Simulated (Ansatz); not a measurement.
Crystal: TiSn.

```
CELL_PARAMETERS angstrom
0.00000 2.80055 2.80055
2.80055 0.00000 2.80055
2.80055 2.80055 0.00000
ATOMIC_POSITIONS crystal
Ti 0.00000 0.00000 0.00000
Sn 0.50000 0.50000 0.50000
```

The cell was built by a generator and needn't be a form met in nature.

```yaml
Program: Ansatz 0.2.0
Task: relaxation of cell and atoms
Functional: PBE
Dispersion: D4
Potentials_or_basis: Ansatz PAW
Cutoff: "420 eV (not typed: the program's choice for these potentials)"
k_mesh: 8 × 8 × 8
Occupations: fermi-dirac, width 0.05 eV
Spin: no spin polarisation
```

At the start: volume 21.96 Å³/atom.

Task: How do energy, volume and symmetry change on relaxing?

Result: It ends after 4 steps and the volume is 21.36 Å³/atom (-2.8 %); space group Fm-3m (No. 225, to 0.05 Å).

The path:
```
step  energy change (eV)  largest force (eV/Å)  volume (Å³)
   1              0.0000                0.0000        43.93
   2             -0.0093                0.0000        42.78
   3             -0.0093                0.0000        42.72
   4             -0.0091                0.0000        42.72
```

Final structure:
```
CELL_PARAMETERS angstrom
0.00000 2.77450 2.77450
2.77450 0.00000 2.77450
2.77450 2.77450 0.00000
ATOMIC_POSITIONS crystal
Ti 0.00000 0.00000 0.00000
Sn 0.50000 0.50000 0.50000
```

Caveat: the plane-wave basis is chosen anew once the cell has moved, so the energies of steps on either side of that aren't comparable; pairwise dispersion overbinds metals, which lowers pressure and volume.
